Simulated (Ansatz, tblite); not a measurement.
**Ga8As9 zinc blende off sphere (Ga₈As₉H₂₄+): charged states by level of theory**

What does removing or adding an electron cost or gain for Ga8As9 zinc blende off sphere (Ga₈As₉H₂₄+)? Each charged state is run at several levels.

Computed with Ansatz 0.2.0, Gaussian basis. Level: as each input shows.

Levels to be run: charge +2 doublet, at the geometry of the singlet (PBE0-D4/def2-TZVP, PBE-D4/def2-TZVP, LC-ωPBE/def2-TZVP); charge 0 doublet, at the geometry of the singlet (PBE0-D4/def2-TZVP, PBE-D4/def2-TZVP, LC-ωPBE/def2-TZVP); the starting singlet's energies come from earlier runs.

1 further run of the same task is left out (set aside as unsound or not needed).

## Step 1: The relaxed structure

The geometry is that of the singlet, from an earlier relaxation (PBE-D4/def2-SVP).

41 atoms, charge 1, spin multiplicity 1.

Atoms are counted from 1 here; the program's logs count them from 0.

Bond lengths: Ga1–As9 2.573 Å, Ga1–As12 2.528 Å, Ga1–H18 1.571 Å, Ga1–H19 1.568 Å, Ga2–As11 2.557 Å, Ga2–As13 2.499 Å, Ga2–H20 1.569 Å, Ga2–H21 1.588 Å, Ga3–As10 2.502 Å, Ga3–As14 2.483 Å, Ga3–As15 2.486 Å, Ga3–H22 1.566 Å, Ga4–As11 2.472 Å, Ga4–As14 2.537 Å, Ga4–As16 2.456 Å, Ga4–H23 1.570 Å, Ga5–As9 2.472 Å, Ga5–As10 2.504 Å and more. Angles: As9–Ga1–As12 99.8°, As9–Ga1–H18 102.5°, As9–Ga1–H19 103.6°, As12–Ga1–H18 107.3°, As12–Ga1–H19 108.0°, H18–Ga1–H19 131.1°, As11–Ga2–As13 95.9°, As11–Ga2–H20 107.7°, As11–Ga2–H21 101.2°, As13–Ga2–H20 112.6°, As13–Ga2–H21 108.1°, H20–Ga2–H21 126.3°, As10–Ga3–As14 99.6°, As10–Ga3–As15 99.6°, As10–Ga3–H22 115.8°, As14–Ga3–As15 100.2°, As14–Ga3–H22 119.4°, As15–Ga3–H22 118.7° and more.

The ion is computed in the gas phase, without counter-ions or solvent.

## Step 2: Charge +2 doublet at the fixed geometry, PBE0-D4/def2-TZVP

Input file in.yaml:

```yaml
crystal:
  periodic: [false, false, false]
  atoms:
    - {symbol: Ga, position_ang: [-2.298817, -3.048590, 3.477644]}
    - {symbol: Ga, position_ang: [1.139969, -3.188968, 0.188060]}
    - {symbol: Ga, position_ang: [-1.904171, 2.834987, -2.973936]}
    - {symbol: Ga, position_ang: [1.389396, -0.126620, -2.910348]}
    - {symbol: Ga, position_ang: [-1.501808, -0.301533, -0.044880]}
    - {symbol: Ga, position_ang: [1.361299, -0.206639, 2.907626]}
    - {symbol: Ga, position_ang: [1.240664, 2.754371, 0.134718]}
    - {symbol: Ga, position_ang: [4.305579, -0.096551, -0.027936]}
    - {symbol: As, position_ang: [-2.923871, -1.792184, 1.321220]}
    - {symbol: As, position_ang: [-2.970463, 1.173271, -1.437384]}
    - {symbol: As, position_ang: [0.018854, -1.577873, -1.451500]}
    - {symbol: As, position_ang: [-0.143307, -1.861835, 4.055301]}
    - {symbol: As, position_ang: [2.628313, -1.484401, 1.248107]}
    - {symbol: As, position_ang: [-0.279150, 1.350006, -4.123386]}
    - {symbol: As, position_ang: [-0.393569, 3.976271, -1.363068]}
    - {symbol: As, position_ang: [2.589569, 1.298999, -1.311220]}
    - {symbol: As, position_ang: [-0.148977, 1.137936, 1.401351]}
    - {symbol: H, position_ang: [-3.391554, -2.551737, 4.490931]}
    - {symbol: H, position_ang: [-1.939324, -4.489434, 2.974973]}
    - {symbol: H, position_ang: [1.937599, -4.246104, -0.653762]}
    - {symbol: H, position_ang: [-0.054843, -3.492569, 1.188904]}
    - {symbol: H, position_ang: [-2.887853, 3.704184, -3.828382]}
    - {symbol: H, position_ang: [2.234566, -0.869892, -4.005151]}
    - {symbol: H, position_ang: [2.047443, 0.756150, 3.944360]}
    - {symbol: H, position_ang: [1.977423, 3.821204, 1.020928]}
    - {symbol: H, position_ang: [4.964080, -1.012245, -1.123946]}
    - {symbol: H, position_ang: [4.991857, 0.897249, 0.979143]}
    - {symbol: H, position_ang: [-3.517211, -2.747190, 0.290732]}
    - {symbol: H, position_ang: [-4.182183, -0.956356, 1.545016]}
    - {symbol: H, position_ang: [-3.935844, 0.317350, -2.248353]}
    - {symbol: H, position_ang: [-3.997736, 1.890737, -0.569292]}
    - {symbol: H, position_ang: [-0.942279, -2.334026, -2.367551]}
    - {symbol: H, position_ang: [0.821581, -2.972578, 4.455419]}
    - {symbol: H, position_ang: [-0.347664, -1.283973, 5.453231]}
    - {symbol: H, position_ang: [3.497872, -2.325492, 2.181580]}
    - {symbol: H, position_ang: [-1.081790, 0.552219, -5.145696]}
    - {symbol: H, position_ang: [0.451178, 2.255905, -5.108623]}
    - {symbol: H, position_ang: [0.357799, 5.016594, -2.185850]}
    - {symbol: H, position_ang: [-1.258643, 4.942924, -0.561261]}
    - {symbol: H, position_ang: [3.352440, 2.285390, -2.192546]}
    - {symbol: H, position_ang: [-1.141022, 1.943642, 2.236726]}
basis:
  gaussian: {orbitals: def2-TZVP, fitting: {mean_field: def2-universal-jkfit}}
total_charge: 2
magnetization: {spin_polarized: true, initial_magnetization: 1}
hamiltonian: {xc: pbe0, dispersion: d4}
scf: {omitted_lower_state_checks: [starts]}
output: {orbitals: {seedname: orbitals}}
```

On the command line:

```sh
$ ansatz run in.yaml --threads 11 --pin off --events-out ev --progress --plain --max-ram 166912MiB --backend cuda --devices 0, --max-vram 75GiB
```

The program printed:

```text
Functional definition: PBE0
  name "PBE0"
  cite "Adamo & Barone, J. Chem. Phys. 110, 6158 (1999) doi:10.1063/1.478522"
  cite "Perdew, Burke & Ernzerhof, Phys. Rev. Lett. 77, 3865 (1996) doi:10.1103/PhysRevLett.77.3865"
  parent pbe
  parameter a = 0.25
  parameter kappa = 0.804
  parameter beta = 0.06672455060314922
  exchange = (1 - a)*pbe_x(kappa = kappa, mu = beta*pi^2/3) + a*exact_x
  correlation = pbe_c(beta = beta)
these checks for a lower state are left out or cut short: starts
4954 factors; integrals over basis functions are off by at most 6.2e-1 eV
mean field evaluation 1: about -966854.0985 eV, gradient 4.6e1 eV
mean field evaluation 2: about -966846.6787 eV, gradient 6.3e1 eV
mean field evaluation 4: about -966860.0166 eV, gradient 8.7e0 eV
mean field evaluation 8: about -966860.5431 eV, gradient 6.7e-1 eV
mean field evaluation 16: about -966860.5424 eV, gradient 1.8e-2 eV
mean field evaluation 32: about -966860.5425 eV, gradient 6.1e-5 eV
mean field -966860.54245238 eV, -35531.4695735110 hartree, gradient 1.4e-5 eV, S^2 0.755881; 0 other end points of the search recorded, 0 dependent functions left out
reference -966860.54252722 eV, -35531.4695762612 hartree; 284, 283 occupied and 676, 677 virtual orbitals, 4954 factors
Total energy: -966863.40730513 eV, -35531.5748549077 hartree
Checks for a lower state left out: starts
```

Wall time 23 s (1 × H100 with 11 threads of AMD EPYC 7R13, shared host); peak host memory 1.8 GiB.

From the report: HOMO -12.82 eV, LUMO -11.83 eV (over both spins); ⟨S²⟩ 0.756 (pure: 0.75).

## Step 3: Charge +2 doublet at the fixed geometry, PBE-D4/def2-TZVP

start.molden holds the orbitals of an earlier run on this state, given as this run's starting guess.

Changes to in.yaml since step 2:

```diff
@@ -45,6 +45,6 @@
 basis:
-  gaussian: {orbitals: def2-TZVP, fitting: {mean_field: def2-universal-jkfit}}
+  gaussian: {orbitals: def2-TZVP, fitting: {mean_field: def2-universal-jkfit}, initial_orbitals: start.molden}
 total_charge: 2
 magnetization: {spin_polarized: true, initial_magnetization: 1}
-hamiltonian: {xc: pbe0, dispersion: d4}
+hamiltonian: {xc: pbe, dispersion: d4}
 scf: {omitted_lower_state_checks: [starts]}
```

Same command.

The program printed:

```text
Functional definition: PBE
  name "PBE"
  cite "Perdew, Burke & Ernzerhof, Phys. Rev. Lett. 77, 3865 (1996) doi:10.1103/PhysRevLett.77.3865"
  parent pbe
  parameter kappa = 0.804
  parameter beta = 0.06672455060314922
  exchange = pbe_x(kappa = kappa, mu = beta*pi^2/3)
  correlation = pbe_c(beta = beta)
these checks for a lower state are left out or cut short: starts
4954 factors; integrals over basis functions are off by at most 6.2e-1 eV
mean field evaluation 1: about -966834.3758 eV, gradient 2.3e1 eV
mean field evaluation 2: about -966835.2844 eV, gradient 1.2e0 eV
mean field evaluation 4: about -966835.3091 eV, gradient 1.8e-1 eV
mean field evaluation 8: about -966835.3099 eV, gradient 5.0e-4 eV
mean field evaluation 16: about -966835.3099 eV, gradient 5.7e-6 eV
mean field -966835.30993672 eV, -35530.5422956638 hartree, gradient 5.7e-6 eV, S^2 0.751334; 0 other end points of the search recorded, 0 dependent functions left out
reference -966835.31003732 eV, -35530.5422993609 hartree; 284, 283 occupied and 676, 677 virtual orbitals, 4954 factors
Total energy: -966838.44830088 eV, -35530.6576284192 hartree
Checks for a lower state left out: starts
```

It took 9.5 s on 1 × H100 with 11 threads of AMD EPYC 7R13, shared host; peak host memory 1.7 GiB.

From the report: HOMO -11.91 eV, LUMO -11.83 eV (over both spins); ⟨S²⟩ 0.751 (pure: 0.75).

## Step 4: Charge +2 doublet at the fixed geometry, LC-ωPBE/def2-TZVP

Changes to in.yaml since step 3:

```diff
@@ -48,3 +48,3 @@
 magnetization: {spin_polarized: true, initial_magnetization: 1}
-hamiltonian: {xc: pbe, dispersion: d4}
+hamiltonian: {xc: {name: LC-wPBE}}
 scf: {omitted_lower_state_checks: [starts]}
```

The command is unchanged.

The program printed:

```text
Functional definition: LC-wPBE
  name "LC-wPBE"
  cite "Vydrov & Scuseria, J. Chem. Phys. 125, 234109 (2006) doi:10.1063/1.2409292"
  cite "Heyd & Scuseria, J. Chem. Phys. 120, 7274 (2004) doi:10.1063/1.1668634"
  cite "Ernzerhof & Perdew, J. Chem. Phys. 109, 3313 (1998) doi:10.1063/1.476928"
  cite "Perdew, Burke & Ernzerhof, Phys. Rev. Lett. 77, 3865 (1996) doi:10.1103/PhysRevLett.77.3865"
  parent pbe
  parameter omega = 0.4/bohr
  exchange = pbe_x_sr(omega) + exact_x_lr(omega)
  correlation = pbe_c
these checks for a lower state are left out or cut short: starts
4954 factors; integrals over basis functions are off by at most 6.2e-1 eV
4954 factors; integrals over basis functions are off by at most 1.6e-5 eV
mean field evaluation 1: about -966852.1283 eV, gradient 2.1e1 eV
mean field evaluation 2: about -966853.2596 eV, gradient 1.6e0 eV
mean field evaluation 4: about -966853.5023 eV, gradient 1.3e-1 eV
mean field evaluation 8: about -966853.5746 eV, gradient 1.7e-3 eV
mean field -966853.57456209 eV, -35531.2135082659 hartree, gradient 6.2e-6 eV, S^2 0.762950; 0 other end points of the search recorded, 0 dependent functions left out
reference -966853.57456211 eV, -35531.2135082665 hartree; 284, 283 occupied and 676, 677 virtual orbitals, 4954 factors
Total energy: -966853.57456211 eV, -35531.2135082665 hartree
Checks for a lower state left out: starts
```

Wall time 23 s (1 × H100 with 11 threads of AMD EPYC 7R13, shared host); peak host memory 1.8 GiB.

From the report: HOMO -15.10 eV, LUMO -10.25 eV (over both spins); ⟨S²⟩ 0.763 (pure: 0.75).

## Step 5: Vertical ionisation energy

Charged state less starting state, singlet to doublet; the starting state's energies are those of its earlier runs.

```tsv
level	vertical ionisation energy (eV)	time
PBE-D4/def2-TZVP	+10.35	16 s
PBE0-D4/def2-TZVP	+10.80	31 s
LC-ωPBE/def2-TZVP	+11.17	32 s
```

Times add the two runs; a level without a time comes out of a correlated run.

Beside −ε(HOMO) of the starting state:

```tsv
level	−ε(HOMO) (eV)	by difference (eV)	mismatch (eV)
PBE-D4/def2-TZVP	8.69	10.35	-1.67
PBE0-D4/def2-TZVP	9.65	10.80	-1.15
LC-ωPBE/def2-TZVP	11.96	11.17	+0.79
```

## Step 6: Charge 0 doublet at the fixed geometry, PBE0-D4/def2-TZVP

Changes to in.yaml since step 4:

```diff
@@ -45,6 +45,5 @@
 basis:
-  gaussian: {orbitals: def2-TZVP, fitting: {mean_field: def2-universal-jkfit}, initial_orbitals: start.molden}
-total_charge: 2
+  gaussian: {orbitals: def2-TZVP, fitting: {mean_field: def2-universal-jkfit}}
 magnetization: {spin_polarized: true, initial_magnetization: 1}
-hamiltonian: {xc: {name: LC-wPBE}}
+hamiltonian: {xc: pbe0, dispersion: d4}
 scf: {omitted_lower_state_checks: [starts]}
```

The command is unchanged.

The program printed:

```text
Functional definition: PBE0
  name "PBE0"
  cite "Adamo & Barone, J. Chem. Phys. 110, 6158 (1999) doi:10.1063/1.478522"
  cite "Perdew, Burke & Ernzerhof, Phys. Rev. Lett. 77, 3865 (1996) doi:10.1103/PhysRevLett.77.3865"
  parent pbe
  parameter a = 0.25
  parameter kappa = 0.804
  parameter beta = 0.06672455060314922
  exchange = (1 - a)*pbe_x(kappa = kappa, mu = beta*pi^2/3) + a*exact_x
  correlation = pbe_c(beta = beta)
these checks for a lower state are left out or cut short: starts
4954 factors; integrals over basis functions are off by at most 6.2e-1 eV
mean field evaluation 1: about -966869.7181 eV, gradient 4.7e1 eV
mean field evaluation 2: about -966868.0787 eV, gradient 5.9e1 eV
mean field evaluation 4: about -966874.5568 eV, gradient 4.3e0 eV
mean field evaluation 8: about -966874.6583 eV, gradient 5.5e-1 eV
mean field evaluation 16: about -966874.6718 eV, gradient 1.2e-2 eV
mean field evaluation 32: about -966874.6718 eV, gradient 3.3e-4 eV
mean field -966874.67179248 eV, -35531.9888171825 hartree, gradient 8.4e-6 eV, S^2 0.753706; 0 other end points of the search recorded, 0 dependent functions left out
reference -966874.67187496 eV, -35531.9888202136 hartree; 285, 284 occupied and 675, 676 virtual orbitals, 4954 factors
Total energy: -966877.65513958 eV, -35532.0984531661 hartree
Checks for a lower state left out: starts
```

Wall time 26 s (1 × H100 with 11 threads of AMD EPYC 7R13, shared host); peak host memory 1.8 GiB.

HOMO -2.40 eV, LUMO -1.38 eV (over both spins); ⟨S²⟩ 0.754 (pure: 0.75).

## Step 7: Charge 0 doublet at the fixed geometry, PBE-D4/def2-TZVP

Changes to in.yaml since step 6:

```diff
@@ -45,5 +45,5 @@
 basis:
-  gaussian: {orbitals: def2-TZVP, fitting: {mean_field: def2-universal-jkfit}}
+  gaussian: {orbitals: def2-TZVP, fitting: {mean_field: def2-universal-jkfit}, initial_orbitals: start.molden}
 magnetization: {spin_polarized: true, initial_magnetization: 1}
-hamiltonian: {xc: pbe0, dispersion: d4}
+hamiltonian: {xc: pbe, dispersion: d4}
 scf: {omitted_lower_state_checks: [starts]}
```

Launched as before.

The program printed:

```text
Functional definition: PBE
  name "PBE"
  cite "Perdew, Burke & Ernzerhof, Phys. Rev. Lett. 77, 3865 (1996) doi:10.1103/PhysRevLett.77.3865"
  parent pbe
  parameter kappa = 0.804
  parameter beta = 0.06672455060314922
  exchange = pbe_x(kappa = kappa, mu = beta*pi^2/3)
  correlation = pbe_c(beta = beta)
these checks for a lower state are left out or cut short: starts
4954 factors; integrals over basis functions are off by at most 6.2e-1 eV
mean field evaluation 1: about -966848.3029 eV, gradient 2.3e1 eV
mean field evaluation 2: about -966849.2066 eV, gradient 1.1e0 eV
mean field evaluation 4: about -966849.2233 eV, gradient 2.5e-1 eV
mean field evaluation 8: about -966849.2253 eV, gradient 1.9e-5 eV
mean field evaluation 16: about -966849.2253 eV, gradient 2.2e-6 eV
mean field -966849.22525424 eV, -35531.0536741506 hartree, gradient 2.2e-6 eV, S^2 0.751164; 0 other end points of the search recorded, 0 dependent functions left out
reference -966849.22536599 eV, -35531.0536782573 hartree; 285, 284 occupied and 675, 676 virtual orbitals, 4954 factors
Total energy: -966852.49453371 eV, -35531.1738179548 hartree
Checks for a lower state left out: starts
```

It took 11 s on 1 × H100 with 11 threads of AMD EPYC 7R13, shared host; peak host memory 1.7 GiB.

From the report: HOMO -2.19 eV, LUMO -2.06 eV (over both spins); ⟨S²⟩ 0.751 (pure: 0.75).

## Step 8: Charge 0 doublet at the fixed geometry, LC-ωPBE/def2-TZVP

Changes to in.yaml since step 7:

```diff
@@ -47,3 +47,3 @@
 magnetization: {spin_polarized: true, initial_magnetization: 1}
-hamiltonian: {xc: pbe, dispersion: d4}
+hamiltonian: {xc: {name: LC-wPBE}}
 scf: {omitted_lower_state_checks: [starts]}
```

Launched as before.

The program printed:

```text
Functional definition: LC-wPBE
  name "LC-wPBE"
  cite "Vydrov & Scuseria, J. Chem. Phys. 125, 234109 (2006) doi:10.1063/1.2409292"
  cite "Heyd & Scuseria, J. Chem. Phys. 120, 7274 (2004) doi:10.1063/1.1668634"
  cite "Ernzerhof & Perdew, J. Chem. Phys. 109, 3313 (1998) doi:10.1063/1.476928"
  cite "Perdew, Burke & Ernzerhof, Phys. Rev. Lett. 77, 3865 (1996) doi:10.1103/PhysRevLett.77.3865"
  parent pbe
  parameter omega = 0.4/bohr
  exchange = pbe_x_sr(omega) + exact_x_lr(omega)
  correlation = pbe_c
these checks for a lower state are left out or cut short: starts
4954 factors; integrals over basis functions are off by at most 6.2e-1 eV
4954 factors; integrals over basis functions are off by at most 1.6e-5 eV
mean field evaluation 1: about -966866.5444 eV, gradient 2.1e1 eV
mean field evaluation 2: about -966867.6492 eV, gradient 1.4e0 eV
mean field evaluation 4: about -966867.7493 eV, gradient 2.1e-2 eV
mean field evaluation 8: about -966867.8183 eV, gradient 2.4e-5 eV
mean field -966867.81832885 eV, -35531.7369570396 hartree, gradient 2.4e-5 eV, S^2 0.765259; 0 other end points of the search recorded, 0 dependent functions left out
reference -966867.81832887 eV, -35531.7369570402 hartree; 285, 284 occupied and 675, 676 virtual orbitals, 4954 factors
Total energy: -966867.81832887 eV, -35531.7369570402 hartree
Checks for a lower state left out: starts
```

It took 22 s on 1 × H100 with 11 threads of AMD EPYC 7R13, shared host.

HOMO -3.74 eV, LUMO 0.62 eV (over both spins); ⟨S²⟩ 0.765 (pure: 0.75).

## Step 9: Vertical electron affinity

Starting state less charged state (positive: the electron is bound), singlet to doublet; the starting state's energies are those of its earlier runs.

```tsv
level	vertical electron affinity (eV)	time
PBE-D4/def2-TZVP	+3.69	17 s
PBE0-D4/def2-TZVP	+3.45	34 s
LC-ωPBE/def2-TZVP	+3.07	30 s
```

Times add the two runs; a level without a time comes out of a correlated run.

Beside −ε(LUMO) of the starting state:

```tsv
level	−ε(LUMO) (eV)	by difference (eV)	mismatch (eV)
PBE-D4/def2-TZVP	5.10	3.69	+1.41
PBE0-D4/def2-TZVP	4.38	3.45	+0.93
LC-ωPBE/def2-TZVP	2.47	3.07	-0.61
```

## Step 10: What came out

```
                                            quantity                                 value
vertical ionisation energy, functionals in def2-TZVP  10.35 (PBE-D4) to 11.17 eV (LC-ωPBE)
vertical electron affinity, functionals in def2-TZVP    3.07 (LC-ωPBE) to 3.69 eV (PBE-D4)
```

**Reading.** The vertical ionisation energy spans 10.35 to 11.17 eV over the functionals. −ε(HOMO) misses the level's own difference by +0.79 eV at best (LC-ωPBE) and -1.67 eV at worst (PBE-D4). The vertical electron affinity spans 3.07 to 3.69 eV over the functionals. −ε(LUMO) misses the level's own difference by -0.61 eV at best (LC-ωPBE) and +1.41 eV at worst (PBE-D4).
